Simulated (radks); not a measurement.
# Sc⁴⁺ in [Ne] 3s2 3p5: an all-electron calculation

Wanted: eigenvalues, radial structure and energy terms of the scandium ion Sc4+.

Program: radks (a radial shooting solver on a logarithmic mesh, Libxc functionals) version 1. Level of theory: scalar-relativistic Kohn-Sham, r2SCAN, spin-polarised, spherical densities, finite nucleus; open shells are filled with parallel spins first. These are calculated values, not measurements, unless marked.

## 1. Starting point

* element: scandium (Z = 21)
* charge: +4
* electrons: 17
* configuration: [Ne] 3s2 3p5
* nuclear rms radius: 3.5459 fm

The outer shells:

Sc⁴⁺
```
[Ne] core
3s [↑↓]
3p [↑↓][↑↓][↑ ]
```

## 2. Self-consistent calculation

The run's settings:

```text
Z 21
configuration [Ne] 3s2 3p5 4s0 3d0
relativity scalar-relativistic
functional r2scan,r2scan
spin polarised
nucleus finite rms 3.5459 fm
c 137.035999084
```

**Question.** What will this run give?

The runs gave:

| quantity | value |
| --- | --- |
| total energy | -759.91456 hartree |
| exchange-correlation share of it | 4.94 % |
| −T/E | 1.0078 |
| highest occupied level | 3p down, -82.988 eV |
| most extended occupied level | 3p down, <r> = 1.09 bohr |
| radius at density 0.001 e/bohr³ | 2.58 bohr |
| maxima of the radial density | 3 |
| ionisation energy, NIST | 91.95 (semi-emp.) eV |

The radial density shows 3 maxima for 3 occupied principal shells. −T/E is 1.008: with relativity the kinetic term as defined here no longer equals −E. Minus the highest eigenvalue, 82.988 eV, is 90 % of the tabulated ionisation energy (91.95 eV). Open shells are spherical and high-spin; term and fine-structure splittings are not resolved.
